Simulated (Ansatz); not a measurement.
# CH₄AlIn: one species, many methods

An exercise on one series of results from a longer session: the logs are not shown, and one member is left open.

Computed with Ansatz 0.2.0, Gaussian basis. Level: functionals in def2-TZVPP, the program's frozen cores in correlated methods.

The runs, in order: LDA (SPW92), PBE-D4, revPBE-D4, BLYP-D4, r2SCAN-D4, B97M-V, PBE0-D4, B3LYP-D4, r2SCANh-D4, r2SCAN0-D4, HSE06-D4, BHLYP-D4, CAM-B3LYP-D4, LC-ωPBE, ωB97X-V, ωB97M-V, B2PLYP, PBE-QIDH; CCSD(T)/def2-SVP; CCSD(T)/def2-TZVPP; MP2/def2-QZVPP; extrapolation to the limit; RPA on PBE.

### The relaxed structure

An earlier PBE0-D4 in a triple-zeta def2 set relaxation fixed the geometry. In takes the def2 core potential; no spin-orbit term is included.

SMILES `[CH2]1[AlH][InH]1`, 7 atoms, charge 0, spin multiplicity 1.

Atoms are counted from 1 here; the program's logs count them from 0.

Bond lengths: C1–Al2 1.874 Å, C1–In3 2.440 Å, C1–H4 1.102 Å, C1–H5 1.092 Å, Al2–In3 2.543 Å, Al2–H6 1.584 Å, In3–H7 1.731 Å. Angles: Al2–C1–In3 70.8°, Al2–C1–H4 120.2°, Al2–C1–H5 127.0°, In3–C1–H4 79.7°, In3–C1–H5 142.8°, H4–C1–H5 107.9°, C1–Al2–In3 65.0°, C1–Al2–H6 138.7°, In3–Al2–H6 138.8°, C1–In3–Al2 44.1°, C1–In3–H7 117.5°, Al2–In3–H7 161.6°.

Set-up of the first run:

The input, in.yaml:

```yaml
crystal:
  periodic: [false, false, false]
  atoms:
    - {symbol: C, position_ang: [-0.613015, 0.132395, -0.657388]}
    - {symbol: Al, position_ang: [-0.455152, 0.915124, 1.037937]}
    - {symbol: In, position_ang: [1.229336, -0.924358, 0.544100]}
    - {symbol: H, position_ang: [-0.896869, -0.927592, -0.754821]}
    - {symbol: H, position_ang: [-0.866209, 0.635268, -1.593011]}
    - {symbol: H, position_ang: [-0.487615, 2.358350, 1.689006]}
    - {symbol: H, position_ang: [2.089523, -2.189186, -0.265833]}
basis:
  gaussian: {orbitals: def2-TZVPP}
hamiltonian: {xc: lda}
output: {orbitals: {seedname: orbitals}}
```

Steps of the session up to this table: LDA; PBE-D4 (GGA); revPBE-D4 (GGA); BLYP-D4 (GGA); r2SCAN-D4 (meta-GGA); B97M-V (meta-GGA); PBE0-D4 (hybrid); B3LYP-D4 (hybrid); r2SCANh-D4 (hybrid); r2SCAN0-D4 (hybrid); HSE06-D4 (hybrid); BHLYP-D4 (hybrid); CAM-B3LYP-D4 (range-separated); LC-ωPBE (range-separated); ωB97X-V (range-separated); ωB97M-V (range-separated); B2PLYP (double hybrid); PBE-QIDH (double hybrid).

One table of the session follows, with a row left open; its other results are not shown here.

It belongs to the step «Orbital energies across the functionals». 

```
  functional  HOMO (eV)  LUMO (eV)  gap (eV)
 LDA (SPW92)      -5.06      -3.08      1.97
      PBE-D4      -4.90      -2.87      2.03
   revPBE-D4      -4.84      -2.78      2.06
     BLYP-D4      -4.76      -2.76      1.99
   r2SCAN-D4      -5.06      -2.72      2.34
      B97M-V      -5.03      -2.83      2.20
     PBE0-D4      -5.71      -2.17      3.54
    B3LYP-D4      -5.56      -2.36      3.19
  r2SCANh-D4      -5.36      -2.47      2.90
  r2SCAN0-D4      -5.83      -2.09      3.73
    HSE06-D4          ?          ?         ?
    BHLYP-D4      -6.40      -1.44      4.96
CAM-B3LYP-D4      -6.81      -1.27      5.54
     LC-ωPBE      -7.93      -0.28      7.65
     ωB97X-V      -7.68      -0.36      7.32
     ωB97M-V      -7.60      -0.55      7.05
```

**Question.** Estimate the row for HSE06-D4.

**Answer.** HOMO (eV): -5.33; LUMO (eV): -2.53; gap (eV): 2.80. In the column «HOMO (eV)» it lies between r2SCANh-D4 (-5.36) and LDA (SPW92) (-5.06).
